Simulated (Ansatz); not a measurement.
Crystal: LiMo.

```
CELL_PARAMETERS angstrom
2.67346 0.00000 0.00000
-1.33673 2.31528 0.00000
0.00000 0.00000 5.00471
ATOMIC_POSITIONS crystal
Li 0.00000 0.00000 0.00000
Mo 0.33333 0.66667 0.50000
```

The cell was built by a generator and needn't be a form met in nature.

Base run:

```yaml
Program: Ansatz 0.2.0
Functional: BLYP
Potentials_or_basis: Ansatz PAW
Cutoff: 420 eV
Density_cutoff: 1680 eV
k_mesh: 11 × 11 × 6
Occupations: fermi-dirac, width 0.05 eV
Spin: no spin polarisation
```

Its results: band gap on the k mesh none (metal or under the smearing width); pressure 4.4 GPa.

Problem. After a change of settings the same cell gave: band gap on the k mesh none (metal or under the smearing width); pressure -5.6 GPa. Which change was it?
A. functional from BLYP to PBEsol
B. functional from BLYP to PBE
C. functional from BLYP to LDA
D. functional from BLYP to RPBE

Solution. C.

LDA binds more tightly than BLYP, so the same cell stands under less pressure.

Caveats: the PAW data sets come from PBE, with cores solved anew for the run's functional, which leaves a small shift of forces and pressure; the potentials were made for another functional, which shifts forces and pressure (some runs).

Not every run made on this cell is shown here.
